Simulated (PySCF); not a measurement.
# H4MoO4 (Mo(OH)4): the cost of one run

Computed with PySCF 2.14.0 and routines of our own; the level stands in each step. Atoms count from 0.

### 1 The starting structure

9 atoms, charge 0, states of the metal's open shell are computed; geometry from: model start, shaken.

### 2 Relaxing the molecule at PBE0-D3(BJ)/def2-TZVP

Job settings and geometry (Å):

```
{"job": {"xc": "PBE0", "basis": "def2-TZVP", "d3": "d3bj", "grid": 1, "maxiter": 45, "kind": "geom"}, "charge": 0, "metal": "Mo", "open_shell": "d2"}
Mo     0.000020     0.004480    -0.004110
O      1.060510     1.067050     1.059000
H      0.820860     1.971430     1.378260
O     -1.083180    -1.066520     1.079230
H     -0.818370    -1.965280     1.385200
O     -1.063440     1.053710    -1.080740
H     -1.979840     0.800610    -1.413270
O      1.070340    -1.092880    -1.069800
H      1.953680    -0.822760    -1.423390
```

Command:

```
> OMP_NUM_THREADS=1 python lf_run.py task.json out
```

This one command runs all jobs of the session in turn.

Q: Estimate the wall time and peak memory of this first job on 1 thread of Arm Neoverse V2, shared host.

About 7.1 min, with a peak of 0.73 GiB.
